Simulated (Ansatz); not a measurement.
Crystal: KPt.

```xyz
2
Lattice="3.0008 0.0000 0.0000 -1.5004 2.5988 0.0000 0.0000 0.0000 5.3456" Properties=species:S:1:pos:R:3 pbc="T T T"
Pt    1.5004    0.8663    0.0000
K     0.0000    0.0000    2.6728
```

The cell comes from a database or a generator and needn't be the stable form of this composition.

Base run:

```yaml
Program: Ansatz 0.2.0
Functional: PBEsol
Potentials_or_basis: Ansatz PAW
Cutoff: 420 eV
Density_cutoff: 1680 eV
k_mesh: 10 × 10 × 5
Occupations: gaussian, width 0.02 eV
Spin: no spin polarisation
```

Its results: band gap on the k mesh none (metal or under the smearing width); pressure -4.1 GPa.

Task: After a change of settings the same cell gave: band gap on the k mesh none (metal or under the smearing width); pressure 3.3 GPa. Which change was it?
A. functional from PBEsol to PBE; occupations from gaussian, width 0.02 eV to fermi-dirac, width 0.05 eV
B. functional from PBEsol to RPBE
C. functional from PBEsol to LDA; occupations from gaussian, width 0.02 eV to gaussian, width 0.05 eV

Result: B.

RPBE binds less tightly than PBEsol, so the same cell stands under more pressure.

Caveats: the PAW data sets come from PBE, with cores solved anew for the run's functional, which leaves a small shift of forces and pressure; the potentials were made for another functional, which shifts forces and pressure (some runs).

Not every run made on this cell is shown here.
